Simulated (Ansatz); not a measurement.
# EuCd: the cost of one run

Computed with Ansatz 0.2.0 (DFT r²SCAN, with the methods named in each step, unless a step's input says otherwise).

### Step 1. Starting point

Symmetry: Pm-3m, No. 221, cubic system. The conventional cell has a = 3.917 Å, b = 3.917 Å, c = 3.917 Å, α = 90.00°, β = 90.00°, γ = 90.00°. Around Eu (site symmetry m-3m) lie 8 Cd at 3.39 Å. Cd (site symmetry m-3m) is surrounded by 8 Eu at 3.39 Å.

As a file:

```
Eu Cd
1.0
     3.91685    3.91685    0.00000
     3.91685    0.00000    3.91685
     3.91685    0.00000   -3.91685
Eu Cd
2 2
Direct
  0.50000 0.25000 0.75000
  0.50000 0.75000 0.25000
  0.00000 0.00000 0.00000
  0.00000 0.50000 0.50000
```

In patterns such as +-, the signs follow the magnetic atoms in the order of the input.

Atoms are numbered in the order of the input: Eu1, Eu2, Cd3, Cd4.

### Step 2. Parallel moments, PAW

The input, input.yaml:

```yaml
crystal:
  lattice:
    - [3.91685441, 3.91685441, 0.0]
    - [3.91685441, 0.0, 3.91685441]
    - [3.91685441, 0.0, -3.91685441]
  atoms:
    - { symbol: Eu, position: [0.5, 0.25, 0.75], spin: 7.0 }
    - { symbol: Eu, position: [0.5, 0.75, 0.25], spin: 7.0 }
    - { symbol: Cd, position: [0.0, 0.0, 0.0] }
    - { symbol: Cd, position: [0.0, 0.5, 0.5] }
magnetization:
  spin_polarized: true
kpoints:
  mp_grid: { grid: [7, 7, 7] }
scf:
  occupations: { method: fermi_dirac, width: 0.03 }
hamiltonian:
  xc: r2scan
  pseudopotentials: { kind: paw }
output:
  forces: true
  stress: true
  eigenvalues: true
  populations: true
```

Launch:

```sh
$ ansatz run input.yaml --threads 2 --pin off --max-ram 6144MiB --backend cpu --events-out ev --progress --plain --runs-dir out
```

What time and memory should one allow on 2 threads of Arm Neoverse V1, shared host?

About 43 s, with a peak of 0.98 GiB.
